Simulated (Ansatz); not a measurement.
**CH5FSSn: how energies converge with the basis set**

One table from this session's results is given with a row withheld; the runs are named, their logs left out.

Computed with Ansatz 0.2.0, Gaussian basis. Level: one geometry, several basis sets.

Levels to be run: PBE0-D4/def2-SVP; ωB97M-V/def2-SVP; PBE0-D4/def2-QZVPP; ωB97M-V/def2-QZVPP; the functionals' def2-TZVPP values are taken from earlier runs.

## The relaxed structure

An earlier PBE0-D4 in a triple-zeta def2 set relaxation fixed the geometry. Sn takes the def2 core potential; no spin-orbit term is included.

SMILES `F[CH2][SnH2][SH]`, 9 atoms, charge 0, spin multiplicity 1.

Atoms are counted from 1 here; the program's logs count them from 0.

Bond lengths: F1–C2 1.386 Å, C2–Sn3 2.168 Å, C2–H5 1.092 Å, C2–H6 1.093 Å, Sn3–S4 2.402 Å, Sn3–H7 1.707 Å, Sn3–H8 1.706 Å, S4–H9 1.344 Å. Angles: F1–C2–Sn3 108.8°, F1–C2–H5 108.5°, F1–C2–H6 108.5°, Sn3–C2–H5 110.2°, Sn3–C2–H6 111.5°, H5–C2–H6 109.3°, C2–Sn3–S4 106.7°, C2–Sn3–H7 109.9°, C2–Sn3–H8 111.9°, S4–Sn3–H7 110.4°, S4–Sn3–H8 105.9°, H7–Sn3–H8 111.7°, Sn3–S4–H9 92.8°.

Geometry (Å):

```xyz
9

F    -0.6232    1.4592   -1.2118
C     0.5794    0.9582   -0.7379
Sn    0.2118   -0.9513    0.2205
S    -1.3087   -0.5328    2.0325
H     0.9908    1.6685   -0.0171
H     1.2690    0.8576   -1.5801
H    -0.4803   -2.0402   -0.8974
H     1.6246   -1.5895    0.9323
H    -2.1751    0.1239    1.2421
```

The first run:

The input, in.yaml:

```yaml
crystal:
  periodic: [false, false, false]
  atoms:
    - {symbol: F, position_ang: [-0.623180, 1.459200, -1.211844]}
    - {symbol: C, position_ang: [0.579438, 0.958232, -0.737862]}
    - {symbol: Sn, position_ang: [0.211832, -0.951316, 0.220464]}
    - {symbol: S, position_ang: [-1.308689, -0.532782, 2.032487]}
    - {symbol: H, position_ang: [0.990816, 1.668503, -0.017100]}
    - {symbol: H, position_ang: [1.268989, 0.857608, -1.580142]}
    - {symbol: H, position_ang: [-0.480333, -2.040182, -0.897403]}
    - {symbol: H, position_ang: [1.624568, -1.589471, 0.932303]}
    - {symbol: H, position_ang: [-2.175141, 0.123907, 1.242098]}
basis:
  gaussian: {orbitals: def2-SVP}
hamiltonian: {xc: pbe0, dispersion: d4}
output: {orbitals: {seedname: orbitals}}
```

Launch:

```bash
ansatz run in.yaml --threads 4 --pin off --events-out ev --progress --plain --max-ram 10444MiB
```

Steps of the session up to this table: PBE0-D4 in def2-SVP; ωB97M-V in def2-SVP; PBE0-D4 in def2-QZVPP; ωB97M-V in def2-QZVPP.

One table of the session follows, with a row left open; its other results are not shown here.

It belongs to the step «Density functionals: the series». 

```
functional       basis  HOMO (eV)
   PBE0-D4    def2-SVP      -7.06
   PBE0-D4  def2-TZVPP          ?
   PBE0-D4  def2-QZVPP      -7.25
   ωB97M-V    def2-SVP      -9.21
   ωB97M-V  def2-TZVPP      -9.41
   ωB97M-V  def2-QZVPP      -9.45
```

Q: Estimate the row for PBE0-D4, def2-TZVPP from the others.

**Answer.** HOMO (eV): -7.22. In the column «HOMO (eV)» it lies between PBE0-D4, def2-QZVPP (-7.25) and PBE0-D4, def2-SVP (-7.06).
